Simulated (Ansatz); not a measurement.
# GeBr₂: taking an electron away

The task here is to estimate one member of a computed series from the others.

The runs use Ansatz 0.2.0, Gaussian basis; unrestricted cation, the program's frozen cores in correlated methods.

Levels to be run: UKS PBE-D4/def2-TZVPP; UKS r2SCAN-D4/def2-TZVPP; UKS PBE0-D4/def2-TZVPP; UKS B3LYP-D4/def2-TZVPP; UKS wB97X-V/def2-TZVPP; UKS wB97M-V/def2-TZVPP; UKS B2PLYP/def2-TZVPP; UHF-CCSD(T)/def2-TZVPP; UHF-MP2/def2-QZVPP; extrapolation to the limit; then −ε(HOMO) from the neutral's earlier runs with LDA (SPW92), PBE-D4, revPBE-D4, BLYP-D4, r2SCAN-D4, B97M-V, PBE0-D4, B3LYP-D4, r2SCANh-D4, r2SCAN0-D4, HSE06-D4, BHLYP-D4, CAM-B3LYP-D4, LC-ωPBE, ωB97X-V, ωB97M-V.

### The relaxed structure

An earlier PBE0-D4 in a triple-zeta def2 set relaxation fixed the geometry.

SMILES `[Br][Ge][Br]`, 3 atoms, charge 0, spin multiplicity 1.

Atoms are counted from 1 here; the program's logs count them from 0.

Bond lengths: Br1–Ge2 2.341 Å, Ge2–Br3 2.341 Å. Angles: Br1–Ge2–Br3 100.9°.

The first run:

Input file in.yaml:

```yaml
crystal:
  periodic: [false, false, false]
  atoms:
    - {symbol: Br, position_ang: [-0.284960, 1.782562, -0.420499]}
    - {symbol: Ge, position_ang: [-0.899107, -0.379756, 0.233839]}
    - {symbol: Br, position_ang: [1.173067, -1.467606, 0.173359]}
basis:
  gaussian: {orbitals: def2-TZVPP}
total_charge: 1
magnetization: {spin_polarized: true, initial_magnetization: 1}
hamiltonian: {xc: pbe, dispersion: d4}
```

Started as:

```bash
$ ansatz run in.yaml --threads 4 --pin off --events-out ev --progress --plain --max-ram 10444MiB
```

Steps of the session up to this table: Cation, UKS PBE-D4/def2-TZVPP; Cation, UKS r2SCAN-D4/def2-TZVPP; Cation, UKS PBE0-D4/def2-TZVPP; Cation, UKS B3LYP-D4/def2-TZVPP; Cation, UKS wB97X-V/def2-TZVPP; Cation, UKS wB97M-V/def2-TZVPP; Cation, UKS B2PLYP (frozen core)/def2-TZVPP; Cation, UHF-CCSD(T)/def2-TZVPP; Cation, UHF-MP2/def2-QZVPP.

One table of the session follows, with a row left open; its other results are not shown here.

It belongs to the step «Ionisation energies side by side». Orbital estimates, from the neutral's runs:

```
  functional  −ε(HOMO) (eV)
 LDA (SPW92)              ?
      PBE-D4           6.74
   revPBE-D4           6.67
     BLYP-D4           6.58
   r2SCAN-D4           7.03
      B97M-V           6.99
     PBE0-D4           7.79
    B3LYP-D4           7.60
  r2SCANh-D4           7.41
  r2SCAN0-D4           7.99
    HSE06-D4           7.41
    BHLYP-D4           8.71
CAM-B3LYP-D4           9.00
     LC-ωPBE          10.23
     ωB97X-V           9.92
     ωB97M-V           9.81
```

Q: Estimate the row for LDA (SPW92) from the others.

The run gave: −ε(HOMO) (eV): 6.93. In the column «−ε(HOMO) (eV)» it lies between PBE-D4 (6.74) and B97M-V (6.99).
